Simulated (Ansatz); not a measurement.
Molecular dynamics of Mg2NCl

Input file:

```yaml
crystal:
  lattice:
    - [-3.321333, -1.917573, 6.002977]
    - [3.321333, -1.917573, 6.002977]
    - [0.0, 3.835145, 6.002977]
  atoms:
    - { symbol: Mg, position: [0.222815, 0.222815, 0.222815] }
    - { symbol: Mg, position: [0.777185, 0.777185, 0.777185] }
    - { symbol: "N", position: [0.5, 0.5, 0.5] }
    - { symbol: Cl, position: [0.0, 0.0, 0.0] }
    - { symbol: Mg, position: [0.722815, 0.722815, 0.222815] }
    - { symbol: Mg, position: [0.277185, 0.277185, 0.777185] }
    - { symbol: "N", position: [0.0, 0.0, 0.5] }
    - { symbol: Cl, position: [0.5, 0.5, 0.0] }
    - { symbol: Mg, position: [0.722815, 0.222815, 0.722815] }
    - { symbol: Mg, position: [0.277185, 0.777185, 0.277185] }
    - { symbol: "N", position: [0.0, 0.5, 0.0] }
    - { symbol: Cl, position: [0.5, 0.0, 0.5] }
    - { symbol: Mg, position: [0.222815, 0.722815, 0.722815] }
    - { symbol: Mg, position: [0.777185, 0.277185, 0.277185] }
    - { symbol: "N", position: [0.5, 0.0, 0.0] }
    - { symbol: Cl, position: [0.0, 0.5, 0.5] }
basis:
  ecutwfc: 420.0
kpoints:
  mp_grid: { grid: [2, 2, 2] }
hamiltonian:
  xc: pbe
  dispersion: d3bj
scf:
  occupations: { method: fermi_dirac, width: 0.05 }
  lower_state_search: "off"
md:
  timestep: 1
  n_steps: 120
  ensemble: nvt_nose_hoover
  temperature: 900.0
  initial_velocities: maxwell_boltzmann
  seed: 134584
  nose_hoover: { tau: 200.0, chain_length: 1 }
```

Launched with:

```bash
$ ansatz run input.yaml --threads 1 --pin off --max-ram 3072MiB --backend cpu --events-out ev --progress --plain --runs-dir out
```

It starts from a structure without forces on its atoms.

Output, in part (step lines):

```
md step     0: t =     0.00 fs  T =   900.0 K  F+E_penalty+E_count = -21267.10805187 eV  E_kin = 1.745010 eV  conserved = -21265.36304188 eV  (8 SCF iters)
md step     1: t =     1.00 fs  T =   896.2 K  F+E_penalty+E_count = -21267.10062552 eV  E_kin = 1.737639 eV  conserved = -21265.36298621 eV  (7 SCF iters)
md step     2: t =     2.00 fs  T =   885.6 K  F+E_penalty+E_count = -21267.07992485 eV  E_kin = 1.717010 eV  conserved = -21265.36291583 eV  (7 SCF iters)
md step     3: t =     3.00 fs  T =   868.6 K  F+E_penalty+E_count = -21267.04691230 eV  E_kin = 1.684081 eV  conserved = -21265.36283392 eV  (7 SCF iters)
md step     4: t =     4.00 fs  T =   845.9 K  F+E_penalty+E_count = -21267.00276809 eV  E_kin = 1.640033 eV  conserved = -21265.36274218 eV  (7 SCF iters)
md step     5: t =     5.00 fs  T =   818.1 K  F+E_penalty+E_count = -21266.94885397 eV  E_kin = 1.586228 eV  conserved = -21265.36264266 eV  (4 SCF iters)
md step     6: t =     6.00 fs  T =   786.1 K  F+E_penalty+E_count = -21266.88667882 eV  E_kin = 1.524175 eV  conserved = -21265.36253742 eV  (3 SCF iters)
md step     7: t =     7.00 fs  T =   750.7 K  F+E_penalty+E_count = -21266.81786440 eV  E_kin = 1.455494 eV  conserved = -21265.36242842 eV  (2 SCF iters)
[... lines left out ...]
md step   119: t =   119.00 fs  T =   473.3 K  F+E_penalty+E_count = -21266.13319530 eV  E_kin = 0.917671 eV  conserved = -21265.36224965 eV  (3 SCF iters)
md step   120: t =   120.00 fs  T =   482.5 K  F+E_penalty+E_count = -21266.14834645 eV  E_kin = 0.935554 eV  conserved = -21265.36226808 eV  (7 SCF iters)
```

The steps, from the saved trajectory:

```tsv
time (fs)	T (K)	potential energy less start (eV)	conserved less start (meV/atom)
0.0	900	0.000	0.00
4.0	846	0.105	0.02
8.0	713	0.364	0.05
12.0	553	0.674	0.07
16.0	419	0.935	0.09
20.0	339	1.091	0.08
24.0	310	1.147	0.07
28.0	309	1.150	0.06
32.0	311	1.149	0.05
36.0	303	1.165	0.06
40.0	289	1.195	0.06
44.0	280	1.215	0.07
48.0	290	1.197	0.07
52.0	325	1.132	0.07
56.0	378	1.034	0.06
60.0	434	0.930	0.05
64.0	481	0.844	0.05
68.0	516	0.783	0.05
72.0	544	0.737	0.06
76.0	569	0.697	0.06
80.0	588	0.668	0.05
84.0	594	0.665	0.05
88.0	578	0.707	0.05
92.0	534	0.802	0.05
96.0	468	0.938	0.06
100.0	400	1.078	0.07
104.0	355	1.173	0.08
108.0	351	1.188	0.08
112.0	385	1.129	0.07
116.0	438	1.036	0.06
120.0	483	0.960	0.05
```

All steps were run. The conserved energy stayed within 0.087 meV per atom of its start (net change 0.048 meV per atom), so the integration is sound. The mean temperature of the second half is 46 % below the set value. A run of 0.12 ps of so small a system gives no equilibrium averages. Limits of this set-up: coarse k mesh.

Mean squared displacements from the first frame to the last, about the centre of mass: Mg 0.04 Å², N 0.01 Å², Cl 0.02 Å².

Last frame:

```xyz
16
Lattice="-3.3213 -1.9176 6.0030 3.3213 -1.9176 6.0030 0.0000 3.8351 6.0030" Properties=species:S:1:pos:R:3
Mg -0.105 0.126 3.973
Mg -0.260 -0.176 13.840
N 0.013 -0.031 9.068
Cl 0.192 0.013 -0.053
Mg -0.168 -2.017 10.024
Mg -0.036 2.014 8.078
N 0.000 1.883 2.930
Cl 0.013 -1.922 6.073
Mg -1.685 1.027 10.025
Mg 1.702 -1.143 7.909
N 1.641 -1.031 2.990
Cl -1.584 1.018 6.025
Mg 1.571 0.822 10.097
Mg -1.510 -0.889 7.988
N -1.698 -0.905 3.120
Cl 1.733 1.087 5.994
```

Run time: 13 min on 1 thread of AMD EPYC 7R43 64-Core Processor (Zen 3) (shared host), peak memory 0.66 GiB.
